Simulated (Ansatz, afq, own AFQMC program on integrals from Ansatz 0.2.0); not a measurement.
# CH3Ge (doublet): AFQMC on the coupled-cluster ladder at distance Ge1–C2 = 1.989 Å, cc-pVDZ

Aim: compute CH3Ge (doublet) with auxiliary-field quantum Monte Carlo on the same integrals as coupled cluster, and set the energies side by side.

Method: cc-pVDZ, frozen cores; program: Ansatz 0.2.0, Gaussian basis, and an in-house AFQMC program (afq) on its integrals; all values are calculated.

To be run: PBE (unrestricted); r2SCAN (unrestricted); PBE0 (unrestricted); B3LYP (unrestricted); wB97M-V (unrestricted); B2PLYP (unrestricted); CCSD(T) on UHF; Phaseless AFQMC, CISD trial on UHF; Phaseless AFQMC, single-determinant trial on UHF; Free-projection AFQMC, CISD trial on UHF.

3 further runs of the same task are left out: 1 for a known fault of the program, 2 that didn't finish.

### 1 The geometry

The geometry derives from a PBE0/def2-TZVP stationary point (not a proven minimum). One bond is set to the value named and the two fragments are kept rigid. No spin-orbit coupling is included. The filled d shell of Ge may be among the frozen orbitals whatever the setting's name suggests; the logs give the count.

5 atoms, charge 0, spin multiplicity 2.

Atoms are counted from 1 here; the program's logs count them from 0.

Bond lengths: Ge1–C2 1.989 Å, C2–H3 1.100 Å, C2–H4 1.093 Å, C2–H5 1.093 Å. Angles: Ge1–C2–H3 104.9°, Ge1–C2–H4 113.6°, Ge1–C2–H5 113.6°, H3–C2–H4 107.2°, H3–C2–H5 107.2°, H4–C2–H5 109.9°.

Geometry (Å):

```xyz
5

Ge    0.0000    0.0000    0.3544
C     0.0103    0.0000   -1.6349
H    -1.0513    0.0000   -1.9236
H     0.4627    0.8945   -2.0693
H     0.4627   -0.8945   -2.0693
```

### 2 PBE (unrestricted)

Input file in.yaml:

```yaml
crystal:
  periodic: [false, false, false]
  atoms:
    - {symbol: Ge, position_ang: [0.000048, 0.000000, 0.354437]}
    - {symbol: C, position_ang: [0.010265, 0.000000, -1.634875]}
    - {symbol: H, position_ang: [-1.051269, -0.000009, -1.923563]}
    - {symbol: H, position_ang: [0.462733, 0.894528, -2.069318]}
    - {symbol: H, position_ang: [0.462748, -0.894520, -2.069318]}
basis:
  gaussian: {orbitals: cc-pVDZ}
magnetization: {spin_polarized: true, initial_magnetization: 1}
hamiltonian: {xc: {name: PBE}}
output: {orbitals: {seedname: orbitals}}
```

Command:

```console
$ ansatz run in.yaml --threads 1 --pin off --events-out ev --progress --plain --max-ram 1382MiB
```

Log:

```text
Functional definition: PBE
  name "PBE"
  cite "Perdew, Burke & Ernzerhof, Phys. Rev. Lett. 77, 3865 (1996) doi:10.1103/PhysRevLett.77.3865"
  parent pbe
  parameter kappa = 0.804
  parameter beta = 0.06672455060314922
  exchange = pbe_x(kappa = kappa, mu = beta*pi^2/3)
  correlation = pbe_c(beta = beta)
729 factors; their error is unknown
mean field evaluation 1: about -57583.6686 eV, gradient 3.9e1 eV
mean field evaluation 2: about -57553.7355 eV, gradient 7.2e1 eV
mean field evaluation 4: about -57591.3555 eV, gradient 3.3e0 eV
mean field evaluation 8: about -57591.4357 eV, gradient 6.5e-2 eV
mean field evaluation 16: about -57591.4239 eV, gradient 2.8e-5 eV
mean field evaluation 32: about -57591.3699 eV, gradient 2.4e-1 eV
mean field -57591.42391100 eV, -2116.4457918600 hartree, gradient 7.0e-6 eV, S^2 0.752398; 4 other end points of the search recorded, 0 dependent functions left out
reference -57591.42393890 eV, -2116.4457928855 hartree; 21, 20 occupied and 35, 36 virtual orbitals, 729 factors
Total energy: -57591.42393890 eV, -2116.4457928855 hartree
```

Wall time 4.5 s (1 thread of Arm Neoverse V2, shared host).

From the report: ⟨S²⟩ of the determinant 0.752 (pure doublet: 0.75).

### 3 r2SCAN (unrestricted)

in.yaml, as its differences from that of step 2:

```diff
@@ -11,3 +11,2 @@
 magnetization: {spin_polarized: true, initial_magnetization: 1}
-hamiltonian: {xc: {name: PBE}}
-output: {orbitals: {seedname: orbitals}}
+hamiltonian: {xc: {name: r2SCAN}}
```

Launched as before.

Log (excerpt; [...] marks lines left out):

```text
Functional definition: r2SCAN
  name "r2SCAN"
  cite "Furness, Kaplan, Ning, Perdew & Sun, J. Phys. Chem. Lett. 11, 8208 (2020) doi:10.1021/acs.jpclett.0c02405"
  cite "Furness, Kaplan, Ning, Perdew & Sun, J. Phys. Chem. Lett. 11, 9248 (2020) doi:10.1021/acs.jpclett.0c03077"
  parent r2scan
[...]
729 factors; their error is unknown
[...]
mean field -57600.53190430 eV, -2116.7805044403 hartree, gradient 8.4e-6 eV, S^2 0.755292; 6 other end points of the search recorded, 0 dependent functions left out
reference -57600.53191355 eV, -2116.7805047801 hartree; 21, 20 occupied and 35, 36 virtual orbitals, 729 factors
Total energy: -57600.53191355 eV, -2116.7805047801 hartree
```

Run time: 13 s. Hardware: 1 thread of Arm Neoverse V2, shared host.

From the report: ⟨S²⟩ of the determinant 0.755 (pure doublet: 0.75).

### 4 PBE0 (unrestricted)

in.yaml, as its differences from that of step 3:

```diff
@@ -11,2 +11,3 @@
 magnetization: {spin_polarized: true, initial_magnetization: 1}
-hamiltonian: {xc: {name: r2SCAN}}
+hamiltonian: {xc: {name: PBE0}}
+output: {orbitals: {seedname: orbitals}}
```

Launched as before.

Log (excerpt; [...] marks lines left out):

```text
Functional definition: PBE0
  name "PBE0"
  cite "Adamo & Barone, J. Chem. Phys. 110, 6158 (1999) doi:10.1063/1.478522"
  cite "Perdew, Burke & Ernzerhof, Phys. Rev. Lett. 77, 3865 (1996) doi:10.1103/PhysRevLett.77.3865"
  parent pbe
[...]
589 factors; integrals over basis functions are off by at most 9.8e-4 eV
[...]
mean field -57593.14063924 eV, -2116.5088804591 hartree, gradient 8.7e-6 eV, S^2 0.753665; 1 other end points of the search recorded, 0 dependent functions left out
reference -57593.14066060 eV, -2116.5088812443 hartree; 21, 20 occupied and 35, 36 virtual orbitals, 589 factors
Total energy: -57593.14066060 eV, -2116.5088812443 hartree
```

Wall time 3.2 s (1 thread of Arm Neoverse V2, shared host).

From the report: ⟨S²⟩ of the determinant 0.754 (pure doublet: 0.75).

### 5 B3LYP (unrestricted)

in.yaml, as its differences from that of step 4:

```diff
@@ -11,3 +11,2 @@
 magnetization: {spin_polarized: true, initial_magnetization: 1}
-hamiltonian: {xc: {name: PBE0}}
-output: {orbitals: {seedname: orbitals}}
+hamiltonian: {xc: {name: B3LYP}}
```

The command is unchanged.

Log (excerpt; [...] marks lines left out):

```text
Functional definition: B3LYP
  name "B3LYP"
  cite "Stephens, Devlin, Chabalowski & Frisch, J. Phys. Chem. 98, 11623 (1994) doi:10.1021/j100096a001"
  cite "Becke, Phys. Rev. A 38, 3098 (1988) doi:10.1103/PhysRevA.38.3098"
  cite "Lee, Yang & Parr, Phys. Rev. B 37, 785 (1988) doi:10.1103/PhysRevB.37.785"
  cite "Vosko, Wilk & Nusair, Can. J. Phys. 58, 1200 (1980) doi:10.1139/p80-159"
[...]
589 factors; integrals over basis functions are off by at most 9.8e-4 eV
[...]
mean field -57603.01149277 eV, -2116.8716276359 hartree, gradient 8.3e-6 eV, S^2 0.752371; 4 other end points of the search recorded, 0 dependent functions left out
reference -57603.01167622 eV, -2116.8716343773 hartree; 21, 20 occupied and 35, 36 virtual orbitals, 589 factors
Total energy: -57603.01167622 eV, -2116.8716343773 hartree
```

Wall time 6 s (1 thread of Arm Neoverse V2, shared host).

From the report: ⟨S²⟩ of the determinant 0.752 (pure doublet: 0.75).

### 6 wB97M-V (unrestricted)

in.yaml, as its differences from that of step 5:

```diff
@@ -11,2 +11,3 @@
 magnetization: {spin_polarized: true, initial_magnetization: 1}
-hamiltonian: {xc: {name: B3LYP}}
+hamiltonian: {xc: {name: wB97M-V}}
+output: {orbitals: {seedname: orbitals}}
```

Launched as before.

Log (excerpt; [...] marks lines left out):

```text
Functional definition: wB97M-V
  name "wB97M-V"
  cite "Mardirossian & Head-Gordon, J. Chem. Phys. 144, 214110 (2016) doi:10.1063/1.4952647"
  cite "Becke, J. Chem. Phys. 107, 8554 (1997) doi:10.1063/1.475007"
  cite "Vydrov & Van Voorhis, J. Chem. Phys. 133, 244103 (2010) doi:10.1063/1.3521275"
  # Of w^i u^j: cxij and so on, Table III.
[...]
  gx(w, u) = 1 - cx + cx01*u + cx10*w
  gss(w, u) = css00 + css04*u^4 + css10*w + css20*w^2 + css43*w^4*u^3
  gos(w, u) = cos00 + cos10*w + (cos20 + cos21*u)*w^2 + (cos60 + cos61*u)*w^6
[...]
      + integral(e_c_pw_mod_opposite_spin*gos(b97_w_opposite, b97_u_opposite)) + vv10(b, c)
589 factors; integrals over basis functions are off by at most 9.8e-4 eV
181 factors; integrals over basis functions are off by at most 4.3e-6 eV
[...]
mean field -57597.77827610 eV, -2116.6793104702 hartree, gradient 7.9e-6 eV, S^2 0.752454; 1 other end points of the search recorded, 0 dependent functions left out
reference -57597.77830695 eV, -2116.6793116039 hartree; 21, 20 occupied and 35, 36 virtual orbitals, 589 factors
Total energy: -57597.77830695 eV, -2116.6793116039 hartree
```

Wall time 14 s (1 thread of Arm Neoverse V2, shared host).

From the report: ⟨S²⟩ of the determinant 0.752 (pure doublet: 0.75).

### 7 B2PLYP (unrestricted)

in.yaml, as its differences from that of step 6:

```diff
@@ -11,3 +11,3 @@
 magnetization: {spin_polarized: true, initial_magnetization: 1}
-hamiltonian: {xc: {name: wB97M-V}}
-output: {orbitals: {seedname: orbitals}}
+hamiltonian: {xc: {name: B2PLYP}}
+correlation: {electrons: outside_noble_gas}
```

Same command.

Log (excerpt; [...] marks lines left out):

```text
Functional definition: B2PLYP
  name "B2PLYP"
  cite "Grimme, J. Chem. Phys. 124, 034108 (2006) doi:10.1063/1.2148954"
  cite "Becke, Phys. Rev. A 38, 3098 (1988) doi:10.1103/PhysRevA.38.3098"
  cite "Lee, Yang & Parr, Phys. Rev. B 37, 785 (1988) doi:10.1103/PhysRevB.37.785"
[...]
589 factors; integrals over basis functions are off by at most 9.8e-4 eV
[...]
mean field -57587.06708279 eV, -2116.2856813763 hartree, gradient 5.6e-8 eV, S^2 0.754986; 4 other end points of the search recorded, 0 dependent functions left out
15 core orbitals not correlated: weight in the atoms' cores, before any rotation towards them, 0.999 or more for the frozen orbitals, at most 0.001 for the correlated occupied ones
reference -57587.06720041 eV, -2116.2856856990 hartree; 6, 5 occupied and 35, 36 virtual orbitals, 589 factors
second order -6.94754326 eV of doubles, -0.00000000 eV of singles
Total energy: -57588.94303709 eV, -2116.3546214255 hartree
```

Run time: 6 s. Hardware: 1 thread of Arm Neoverse V2, shared host.

From the report: ⟨S²⟩ of the determinant 0.755 (pure doublet: 0.75).

### 8 CCSD(T) on UHF

in.yaml, as its differences from that of step 7:

```diff
@@ -11,3 +11,2 @@
 magnetization: {spin_polarized: true, initial_magnetization: 1}
-hamiltonian: {xc: {name: B2PLYP}}
-correlation: {electrons: outside_noble_gas}
+correlation: {method: ccsd_t, electrons: outside_noble_gas, hamiltonian_folder: ham}
```

The command is unchanged.

Log (excerpt; [...] marks lines left out):

```text
Functional definition: HF
  name "HF"
  cite "Fock, Z. Phys. 61, 126 (1930) doi:10.1007/BF01340294"
  parent pbe
[...]
589 factors; integrals over basis functions are off by at most 9.8e-4 eV
[...]
mean field -57549.52505494 eV, -2114.9060373001 hartree, gradient 1.3e-6 eV, S^2 0.762885; 12 other end points of the search recorded, 0 dependent functions left out
determinant -57549.52505494 eV, -2114.9060373001 hartree, with singles and doubles -57556.01665976 eV, -2115.1445993768 hartree
determinant -57549.46634970 eV, -2114.9038799220 hartree, with singles and doubles -57555.95841049 eV, -2115.1424587558 hartree
determinant -57547.16670062 eV, -2114.8193693771 hartree, with singles and doubles -57553.26327924 eV, -2115.0434145091 hartree
determinant -57547.11379349 eV, -2114.8174250762 hartree, with singles and doubles -57553.42046339 eV, -2115.0491909202 hartree
determinant -57547.09970345 eV, -2114.8169072765 hartree, with singles and doubles -57553.32463085 eV, -2115.0456691392 hartree
determinant -57549.52505494 eV, -2114.9060373001 hartree, with singles and doubles -57556.01664346 eV, -2115.1445987778 hartree
determinant -57549.46634970 eV, -2114.9038799220 hartree, with singles and doubles -57555.95827221 eV, -2115.1424536741 hartree
15 core orbitals not correlated: weight in the atoms' cores, before any rotation towards them, 0.999 or more for the frozen orbitals, at most 0.000 for the correlated occupied ones
reference -57549.52505494 eV, -2114.9060373001 hartree; 6, 5 occupied and 35, 36 virtual orbitals, 589 factors
second order -5.59755243 eV of doubles, -0.00000000 eV of singles
cycle   1  -6.49159252 eV  change   -4.0e-6 eV  update   3.3e-6
perturbative correction -0.17297311 eV, -0.0063566446 hartree
Total energy: -57556.18962058 eV, -2115.1509555698 hartree
```

Run time: 7 s. Hardware: 1 thread of Arm Neoverse V2, shared host.

From the report: ⟨S²⟩ of the determinant 0.763 (pure doublet: 0.75); correlation -6.6646 eV; T1 0.012; largest double amplitude 0.06.

This run also writes the integrals to the folder ham.

### 9 Phaseless AFQMC, CISD trial on UHF

It reads the integrals that the CCSD(T) run on this determinant wrote.

Command:

```console
$ afq ham --method phaseless --trial cisd --walkers 60 --populations 1 --least-time 40 --time-step 0.005 --steps-per-block 50 --equilibration-blocks 28 --max-blocks 300 --target-error 0.0004 --factor-cut 1e-05 --start spin_pure --seed 2587 --release-times 0.24,0.51,0.99,1.62,2.4 --release-step 0.03 --release-every 4 --taylor-order 6
```

Log:

```text
orbitals 41  electrons 6 5  factors 334 of 589
reference energy -2114.90603730 Eh
CCSD correlation -0.23856158 Eh in 13 cycles, weight of the determinant in the CISD state 0.8818
energy of the start -2115.144154 Eh
 block  time / (1/Eh)  mean weight  energy / Eh
     1     0.250  0.9987  -2115.140938
     2     0.500  1.0008  -2115.144285
     3     0.750  0.9986  -2115.150682
     4     1.000  1.0012  -2115.146595
     5     1.250  1.0008  -2115.151615
     6     1.500  1.0010  -2115.149670
     7     1.750  0.9998  -2115.149751
     8     2.000  1.0007  -2115.152693
     9     2.250  0.9995  -2115.150060
    10     2.500  1.0013  -2115.152564
    17     4.250  0.9993  -2115.150763
    25     6.250  0.9998  -2115.150970
    33     8.250  1.0009  -2115.149832
    41    10.250  1.0007  -2115.148188
    49    12.250  1.0021  -2115.150006
    57    14.250  0.9993  -2115.155136
    65    16.250  0.9984  -2115.149381
    73    18.250  1.0025  -2115.149091
    81    20.250  0.9995  -2115.149899
    89    22.250  1.0029  -2115.147164
    97    24.250  1.0002  -2115.150055
   105    26.250  1.0012  -2115.154764
   113    28.250  1.0015  -2115.146760
   121    30.250  1.0005  -2115.164960
   129    32.250  0.9995  -2115.152044
   137    34.250  0.9984  -2115.155936
   145    36.250  1.0001  -2115.154089
   153    38.250  1.0005  -2115.156396
   161    40.250  0.9998  -2115.148354
   169    42.250  0.9982  -2115.147472
   177    44.250  0.9997  -2115.159199
   185    46.250  0.9991  -2115.155402
   193    48.250  1.0004  -2115.151188
   201    50.250  0.9988  -2115.148767
   209    52.250  0.9995  -2115.146802
   217    54.250  1.0000  -2115.158699
   225    56.250  1.0000  -2115.153371
   233    58.250  1.0001  -2115.150392
   241    60.250  0.9995  -2115.152539
   249    62.250  0.9980  -2115.153204
   257    64.250  0.9991  -2115.146322
   265    66.250  0.9989  -2115.151478
   273    68.250  0.9996  -2115.150918
   281    70.250  1.0005  -2115.146829
   289    72.250  1.0008  -2115.150217
   297    74.250  1.0004  -2115.151921
   305    76.250  1.0015  -2115.149966
   313    78.250  1.0027  -2115.152795
   321    80.250  0.9979  -2115.150141
blocks merged  error / Eh  count
     1  0.000259  300
     2  0.000313  150
     4  0.000379  75
     8  0.000376  37
    16  0.000354  18
    32  0.000376  9
released: time / (1/Eh)  energy / Eh  error  mean overlap
  0.24  -2115.151953  0.000467  1.0073
  0.51  -2115.151974  0.000410  1.0049
  0.99  -2115.152603  0.000374  0.9814
  1.62  -2115.152704  0.000447  0.9827
  2.40  -2115.152222  0.000501  0.9865
energy -2115.151869 +/- 0.000376 Eh
```

Wall time 8.2 min (1 thread of Arm Neoverse V2, shared host).

Energy -57556.2145 ± 0.0102 eV. Caveats: constraint bias not in the error.

### 10 Phaseless AFQMC, single-determinant trial on UHF

It reads the integrals that the CCSD(T) run on this determinant wrote.

Command:

```console
$ afq ham --method phaseless --trial hf --walkers 120 --populations 1 --least-time 40 --time-step 0.005 --steps-per-block 20 --equilibration-blocks 112 --max-blocks 600 --target-error 0.0012000000000000001 --factor-cut 1e-05 --start spin_pure --seed 1101 --taylor-order 6
```

Log:

```text
orbitals 41  electrons 6 5  factors 334 of 589
reference energy -2114.90603730 Eh
CCSD correlation -0.23856158 Eh in 13 cycles, weight of the determinant in the CISD state 0.8818
energy of the start -2114.906177 Eh
 block  time / (1/Eh)  mean weight  energy / Eh
     1     0.100  1.0014  -2114.955255
     2     0.200  1.0028  -2114.991448
     3     0.300  0.9995  -2115.026380
     4     0.400  1.0018  -2115.046926
     5     0.500  1.0010  -2115.073591
     6     0.600  1.0002  -2115.077531
     7     0.700  0.9994  -2115.101480
     8     0.800  1.0012  -2115.098623
     9     0.900  0.9992  -2115.114151
    10     1.000  1.0019  -2115.100086
    18     1.800  1.0006  -2115.119962
    35     3.500  0.9981  -2115.141262
    52     5.200  1.0007  -2115.152199
    69     6.900  0.9990  -2115.146811
    86     8.600  0.9986  -2115.161036
   103    10.300  1.0028  -2115.134135
   120    12.000  0.9977  -2115.143643
   137    13.700  0.9999  -2115.135782
   154    15.400  0.9992  -2115.140158
   171    17.100  1.0005  -2115.151223
   188    18.800  0.9997  -2115.198541
   205    20.500  1.0012  -2115.151418
   222    22.200  0.9994  -2115.166835
   239    23.900  1.0006  -2115.162582
   256    25.600  1.0003  -2115.132122
   273    27.300  0.9977  -2115.135855
   290    29.000  1.0009  -2115.164355
   307    30.700  0.9994  -2115.124404
   324    32.400  1.0011  -2115.138165
   341    34.100  1.0011  -2115.120379
   358    35.800  1.0008  -2115.179893
   375    37.500  1.0017  -2115.190707
   392    39.200  1.0001  -2115.165047
   409    40.900  1.0010  -2115.157094
   426    42.600  1.0002  -2115.124817
   443    44.300  1.0006  -2115.141218
   460    46.000  1.0028  -2115.171768
   477    47.700  1.0012  -2115.121000
   494    49.400  0.9990  -2115.131036
   511    51.100  0.9983  -2115.149198
   528    52.800  0.9993  -2115.130476
   545    54.500  1.0009  -2115.145043
   562    56.200  0.9993  -2115.152047
   579    57.900  1.0008  -2115.137462
   596    59.600  0.9987  -2115.138641
   613    61.300  1.0002  -2115.153123
   630    63.000  0.9992  -2115.184509
   647    64.700  0.9987  -2115.180690
   664    66.400  0.9979  -2115.145282
   681    68.100  1.0003  -2115.163797
   698    69.800  0.9982  -2115.136412
blocks merged  error / Eh  count
     1  0.000676  600
     2  0.000898  300
     4  0.001164  150
     8  0.001475  75
    16  0.001725  37
    32  0.001603  18
    64  0.001185  9
energy -2115.148962 +/- 0.001725 Eh
```

Wall time 4.6 min (1 thread of Arm Neoverse V2, shared host).

Energy -57556.1354 ± 0.0469 eV. Caveats: constraint bias not in the error.

### 11 Free-projection AFQMC, CISD trial on UHF

It reads the integrals that the CCSD(T) run on this determinant wrote.

Command:

```console
$ afq ham --method free --trial cisd --walkers 60 --time-step 0.03 --max-blocks 80 --target-error 0.0004 --factor-cut 1e-05 --seed 9044 --times 0,0.21,0.42,0.81,1.2,1.8,2.4,3 --taylor-order 8
```

Log:

```text
orbitals 41  electrons 6 5  factors 334 of 589
reference energy -2114.90603730 Eh
CCSD correlation -0.23856158 Eh in 13 cycles, weight of the determinant in the CISD state 0.8818
repeat  energy at the last time / Eh  error
    10  -2115.153321  0.001212
    20  -2115.152581  0.000655
    30  -2115.151964  0.000822
    40  -2115.152228  0.000695
    50  -2115.152124  0.000621
    60  -2115.152260  0.000541
    70  -2115.152038  0.000495
    80  -2115.152008  0.000461
time / (1/Eh)  energy / Eh  error  mean overlap
  0.00  -2115.144471  0.000151  1.1335
  0.21  -2115.147885  0.000202  1.1345
  0.42  -2115.149321  0.000210  1.1403
  0.81  -2115.150440  0.000235  1.1467
  1.20  -2115.151316  0.000302  1.1585
  1.80  -2115.152471  0.000326  1.1372
  2.40  -2115.151837  0.000386  1.1408
  3.00  -2115.152008  0.000461  1.1403
energy -2115.152008 +/- 0.000461 Eh
```

Wall time 4.7 min (1 thread of Arm Neoverse V2, shared host).

Energy -57556.2183 ± 0.0126 eV. Caveats: remainder of the start not in the error.

### 12 AFQMC on the ladder

On the UHF determinant, counted from CCSD(T) (a yardstick, not exact):

```csv
level,energy (eV),from CCSD(T) (kcal/mol),statistical error (kcal/mol),time
HF,-57549.5251,+153.69,,
MP2,-57555.1226,+24.61,,
CCSD,-57556.0166,+3.99,,
CCSD(T),-57556.1896,0.00,,
"Phaseless AFQMC, CISD trial, step 0.005, 60 walkers",-57556.2145,-0.57,0.24,8.2 min
"Phaseless AFQMC, single-determinant trial, step 0.005, 120 walkers",-57556.1354,+1.25,1.08,4.6 min
"Free-projection AFQMC, CISD trial, step 0.03, 60 walkers",-57556.2183,-0.66,0.29,4.7 min
```

The functionals' totals stand on their own zeros and serve differences with other points: PBE -57591.424 eV; r2SCAN -57600.532 eV; PBE0 -57593.141 eV; B3LYP -57603.012 eV; wB97M-V -57597.778 eV; B2PLYP -57588.943 eV.

### 13 Summary of results

| quantity | value |
| --- | --- |
| Phaseless AFQMC, CISD trial on UHF from CCSD(T) | -0.57 ± 0.24 kcal/mol |
| Phaseless AFQMC, single-determinant trial on UHF from CCSD(T) | +1.25 ± 1.08 kcal/mol |
| Free-projection AFQMC, CISD trial on UHF from CCSD(T) | -0.66 ± 0.29 kcal/mol |

What this shows: On UHF the phaseless walk with the CISD trial lies -0.57 kcal/mol from CCSD(T), within three error bars. Free projection has no constraint; at the last time it gives -0.66 ± 0.29 kcal/mol, and from a start that isn't spin pure other spins can mix in. Error bars are statistical and leave out the constraint, the time step and what remains of the start.
